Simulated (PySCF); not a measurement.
**[La(CH3)2]+: other functionals and bases at one geometry**

The task here is to estimate one member of a computed series from the others.

Program: PySCF 2.14.0. Level of theory: several levels, as the steps say, no spin–orbit coupling. These are calculated values, not measurements.

1 further run of the same task is left out (for a known fault of the program).

### Where the work starts

9 atoms, charge 1, spin multiplicity 1.

Bond lengths: La1–C2 2.377 Å, La1–H3 2.981 Å, La1–H4 2.973 Å, La1–H5 2.963 Å, La1–C6 2.377 Å, La1–H7 2.981 Å, La1–H8 2.973 Å, La1–H9 2.963 Å, C2–H3 1.108 Å, C2–H4 1.106 Å, C2–H5 1.109 Å, C6–H7 1.108 Å, C6–H8 1.106 Å, C6–H9 1.109 Å. Angles: C2–La1–H3 20.1°, C2–La1–H4 20.2°, C2–La1–H5 20.4°, C2–La1–C6 104.5°, C2–La1–H7 115.9°, C2–La1–H8 84.4°, C2–La1–H9 111.6°, H3–La1–H4 34.9°, H3–La1–H5 34.8°, H3–La1–C6 115.9°, H3–La1–H7 131.5°, H3–La1–H8 97.2°, H3–La1–H9 116.1°, H4–La1–H5 34.9°, H4–La1–C6 84.4°, H4–La1–H7 97.2°, H4–La1–H8 64.5°, H4–La1–H9 92.0° and more.

Geometry (Å):

```
La    0.0000    0.0000   -0.1871
C     1.8733   -0.1481    1.2682
H     2.6491    0.6091    1.0372
H     1.5857   -0.0134    2.3282
H     2.3639   -1.1398    1.1885
C    -1.8733    0.1481    1.2682
H    -2.6491   -0.6091    1.0372
H    -1.5857    0.0134    2.3282
H    -2.3639    1.1398    1.1885
```

Formal oxidation states: La +3. The 4f shell is empty and lies in the core potential. An earlier session relaxed this geometry at PBE0, La lcecp-1-SVP with ECP46, C def2-SVP, H def2-SVP (singlet, point group C2).

At PBE0 on the finer grid: E = -110.981631 Eh, HOMO -11.14 eV, LUMO -6.63 eV, Mulliken charge on La1 +1.35 e, largest force component 0.008 eV/Å. The large-core potential holds the 4f shell empty.

Levels to run: BLYP; revPBE; PBE0, TZVP. Hardware: 2 threads of Arm Neoverse V2, shared host.

The first run:

run.py (the lines that set the calculation) reads:

```python
mol = gto.M(atom='''
La     0.00000     0.00000    -0.18712
C      1.87327    -0.14812     1.26822
H      2.64906     0.60910     1.03721
H      1.58572    -0.01336     2.32816
H      2.36395    -1.13982     1.18855
C     -1.87327     0.14812     1.26822
H     -2.64906    -0.60910     1.03721
H     -1.58572     0.01336     2.32816
H     -2.36395     1.13982     1.18855''',
    basis={'La': 'lcecp-1-SVP', 'C': 'def2-SVP', 'H': 'def2-SVP'},
    ecp={'La': 'lcecp-1-SVP'},
    charge=1, spin=0)
mf = dft.RKS(mol, xc='BLYP')
mf.grids.atom_grid = (75, 302)  # f atoms: unpruned, at least (60, 302)
mf = mf.density_fit()  # fitting sets: La AutoAux, C def2-universal-JKFIT, H def2-universal-JKFIT
mf.conv_tol = 1e-08; mf.max_cycle = 55
mf.kernel(dm0)  # dm0: the density of the relaxed state
```

The run is started by

```console
OMP_NUM_THREADS=2 python run.py
```

Steps of the session up to this table: BLYP; revPBE; PBE0, TZVP.

One of the session's tables, all rows but one given; the rest of the session is left out.

| level | HOMO (eV) | gap (eV) | charge on La1 (e) | dipole (D) | largest force component (eV/Å) |
| --- | --- | --- | --- | --- | --- |
| PBE0 (relaxed here) | -11.14 | 4.51 | 1.35 | 3.83 | 0.01 |
| BLYP | -9.89 | 2.46 | 1.21 | 3.30 | 0.56 |
| revPBE | ? | ? | ? | ? | ? |
| PBE0, TZVP | -11.09 | 4.49 | 1.60 | 3.96 | 0.29 |

Q: Estimate the row for revPBE from the others.

The run gave: HOMO (eV): -10.01; gap (eV): 2.69; charge on La1 (e): 1.24; dipole (D): 3.35; largest force component (eV/Å): 0.29. In the column «HOMO (eV)» it lies between PBE0, TZVP (-11.09) and BLYP (-9.89).

The dipole of a charged species depends on the origin, so these sizes hold for this origin alone.

In one basis the HOMO–LUMO gap runs from 2.46 eV (BLYP) to 4.51 eV (PBE0). The largest leftover force, 0.56 eV/Å with BLYP, stands at a geometry relaxed at another level. With 4f in the core, its levels are missing from HOMO and gap, and its count is fixed, so no charge can pass from the ligands into it. Total energies of different levels can't be compared.
